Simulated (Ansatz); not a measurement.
TiVH4, space group R-3m, a convergence test of the plane-wave cutoff

With Ansatz 0.2.0 through its Python package.

The cells in order, each with its output:

**Cell 1**
```python
import ansatz as az
import numpy as np
from tabulate import tabulate

vectors = np.array([
    [1.52151, 0.878444, 4.965835],
    [-1.52151, 0.878444, 4.965835],
    [0.0, -1.756888, 4.965835],
])
structure = (
    az.Lattice.of(vectors)
    .atom("Ti", (0.0, 0.0, 0.0))
    .atom("V", (0.5, 0.5, 0.5))
    .atom("H", (0.621408, 0.621408, 0.621408))
    .atom("H", (0.128331, 0.128331, 0.128331))
    .atom("H", (0.871669, 0.871669, 0.871669))
    .atom("H", (0.378592, 0.378592, 0.378592))
    .moments(V=1.5)
)
```

**Cell 2**
```python
structure.resolved().tree()["lattice"]
```
Output:
```text
((1.52151, 0.878444, 4.965835), (-1.52151, 0.878444, 4.965835), (0.0, -1.756888, 4.965835))
```

**Cell 3**
```python
job = structure.calculation()
job = job.functional(az.Functional.PBESOL)
job = job.kpoints(length=24)
job = job.occupations("fermi_dirac")
job = job.spin(az.SpinTreatment.COLLINEAR)
```

**Cell 4**
```python
rows = []
for value in [250, 350, 450, 550, 650]:
    rep = job.basis(value).run(threads=1).report
    rows.append((value, rep["free_energy_ev"] / len(rep["lattice"]["sites"]), rep["n_iterations"], rep["magnetization_mub"], rep["n_pw"]))
```
Output:
```text
DeckWarning: basis.ecutwfc = 250 eV is below the records' recommended 420 eV, and the density's cutoff is lower with it unless basis.ecutrho_ratio is high enough to keep the records' density cutoff: compare with a run at a higher cutoff
RunWarning: the starting moments were not kept: the SCF closed with an absolute magnetisation of 7.8e-6 μB, where they sum to 1.5 μB in size (1 site). That is at most 0.1 of that sum. Measured as dr2_m measures the in/out step, that magnetisation stands [...]
DeckWarning: basis.ecutwfc = 350 eV is below the records' recommended 420 eV, and the density's cutoff is lower with it unless basis.ecutrho_ratio is high enough to keep the records' density cutoff: compare with a run at a higher cutoff
```

**Cell 5**
```python
print(tabulate(rows, headers=["cutoff (eV)", "F/atom (eV)", "iterations", "moment (muB)", "plane waves"], floatfmt=".4f", tablefmt="grid"))
```
Output:
```text
+---------------+---------------+--------------+----------------+---------------+
|   cutoff (eV) |   F/atom (eV) |   iterations |   moment (muB) |   plane waves |
+===============+===============+==============+================+===============+
|           250 |     -903.6153 |           13 |        -0.0000 |           349 |
+---------------+---------------+--------------+----------------+---------------+
|           350 |     -904.0461 |           13 |        -0.0000 |           609 |
+---------------+---------------+--------------+----------------+---------------+
|           450 |     -904.0561 |           13 |        -0.0000 |           845 |
+---------------+---------------+--------------+----------------+---------------+
|           550 |     -904.0571 |           13 |        -0.0000 |          1141 |
+---------------+---------------+--------------+----------------+---------------+
|           650 |     -904.0573 |           13 |        -0.0000 |          1491 |
+---------------+---------------+--------------+----------------+---------------+
```

**Cell 6**
```python
# the last row is the reference
for row in rows[:-1]:
    shift = 1000 * (row[1] - rows[-1][1])
    print(f"{row[0]}: {shift:+.2f} meV/atom" + ("  (within 1 meV)" if abs(shift) < 1 else ""))
```
Output:
```text
250: +441.96 meV/atom
350: +11.20 meV/atom
450: +1.19 meV/atom
550: +0.22 meV/atom  (within 1 meV)
```

From 550 eV on it stays within 1 meV an atom of the value at 650 eV; the first row (250 eV) is off by 442.0 meV and the last but one by 0.22 meV. The energy falls steadily, as expected when plane waves are added. The last run costs about 1.5 times the first.

Notes:
- The SCF didn't keep the moments it started from (some shrank, vanished or turned); what is printed is the state reached.
- For a metal this k-point mesh is coarse: on a finer one energies can move by several to tens of meV an atom and pressures by half a GPa or more, differences at one mesh by less.
- The overall sign of a collinear moment is arbitrary, and semilocal functionals can give small moments to compounds that are paramagnetic.
- The structure comes from a database of computed cells and needn't be a stable or known phase.
- Warnings are shown shortened and without file and line.
- Shifts are counted from the last row, which is itself no proven limit.
- Timing: 75 s on 1 thread of Arm Neoverse V2, with other jobs on the host, peak memory 0.61 GiB.
